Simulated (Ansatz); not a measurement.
# NH₂Br (triplet): wave-function methods side by side at distance Br1–H2 along a hydrogen transfer = 1.804 Å, cc-pVDZ

Aim: climb from Hartree-Fock through coupled cluster and multireference methods for NH₂Br (triplet) at one geometry and basis, and see what each rung misses.

Method: cc-pVDZ, core rule «outside noble gas», up to 15 orbitals frozen; program: Ansatz 0.2.0, Gaussian basis.

To be run: UHF; CCSD(T) on ROHF; CCSD(T) on UHF; BCCD(T) on ROHF; CISD; CCSDT(Q) on ROHF; CCSDT(Q) on UHF; CASSCF and MRCISD+Q, 4 electrons in 4 orbitals; CASSCF and NEVPT2, 4 electrons in 4 orbitals; CASSCF and MRCISD+Q, 14 electrons in 10 orbitals; CASSCF and NEVPT2, 14 electrons in 10 orbitals.

7 further runs of the same task are left out: 7 that didn't finish.

## Step 1: The system

The geometry derives from fragments relaxed apart (PBE0/def2-TZVP) and kept rigid, so it is no stationary point. A hydrogen atom is moved between rigid fragments. No spin-orbit coupling is included. The filled d shell of Br may be among the frozen orbitals whatever the setting's name suggests; the logs give the count.

4 atoms, charge 0, spin multiplicity 3.

Atoms are counted from 1 here; the program's logs count them from 0.

Bond lengths: Br1–H2 1.804 Å, H2–N3 1.040 Å, N3–H4 1.040 Å. Angles: Br1–H2–N3 180.0°, H2–N3–H4 105.0°.

## Step 2: UHF

in.yaml reads:

```yaml
crystal:
  periodic: [false, false, false]
  atoms:
    - {symbol: Br, position_ang: [-1.940270, 0.251057, 0.000000]}
    - {symbol: H, position_ang: [-0.136270, 0.251057, 0.000000]}
    - {symbol: N, position_ang: [0.903730, 0.251057, 0.000000]}
    - {symbol: H, position_ang: [1.172811, -0.753170, 0.000000]}
basis:
  gaussian: {orbitals: cc-pVDZ}
magnetization: {spin_polarized: true, initial_magnetization: 2}
hamiltonian: {xc: hf}
output: {orbitals: {seedname: orbitals}}
```

Run with:

```sh
$ ansatz run in.yaml --threads 1 --pin off --events-out ev --progress --plain --max-ram 2393MiB
```

After this run come: CCSD(T) on ROHF; CCSD(T) on UHF; BCCD(T) on ROHF; CISD; CCSDT(Q) on ROHF; CCSDT(Q) on UHF; CASSCF and MRCISD+Q, 4 electrons in 4 orbitals; CASSCF and NEVPT2, 4 electrons in 4 orbitals; CASSCF and MRCISD+Q, 14 electrons in 10 orbitals; CASSCF and NEVPT2, 14 electrons in 10 orbitals.

Q: Predict the results of all the runs planned. Wanted: UCCSDT(Q) below the RHF energy; RMP2 from UCCSDT(Q); UMP2 from UCCSDT(Q); RCCSD from UCCSDT(Q); RCCSD(T) from UCCSDT(Q); UCCSD(T) from UCCSDT(Q); RCCSDT(Q) from UCCSDT(Q); NEVPT2 valence from UCCSDT(Q); MRCISD+Q valence from UCCSDT(Q).

The runs gave:

```
                         quantity                                                                     value
   UCCSDT(Q) below the RHF energy                                                                -8.1144 eV
              RMP2 from UCCSDT(Q)                                                               +1063.6 meV
              UMP2 from UCCSDT(Q)                                                               +1076.6 meV
             RCCSD from UCCSDT(Q)                                                                +179.3 meV
          RCCSD(T) from UCCSDT(Q)                                                                 +35.2 meV
          UCCSD(T) from UCCSDT(Q)                                                                 +33.2 meV
         RCCSDT(Q) from UCCSDT(Q)                                                                  +2.4 meV
    NEVPT2 valence from UCCSDT(Q)                                                               +1350.5 meV
  MRCISD+Q valence from UCCSDT(Q)                                                                 +32.6 meV
levels within 1 kcal/mol (43 meV)  RCCSD(T), UCCSD(T), BCCD(T), RCCSDT, UCCSDT, RCCSDT(Q), MRCISD+Q valence
                    T1 diagnostic                                                                     0.031
   effectively unpaired electrons                                                                      2.01
```

What this shows: RCCSD(T) misses by +35.2 meV, 0.4 % of the correlation energy. One determinant dominates. Of the multireference levels listed MRCISD+Q valence comes nearest in total energy (+32.6 meV), which doesn't show that its space is the better one. These misses are within one basis, not against nature; the frozen cores of restricted and unrestricted runs differ, which can shift their rows.
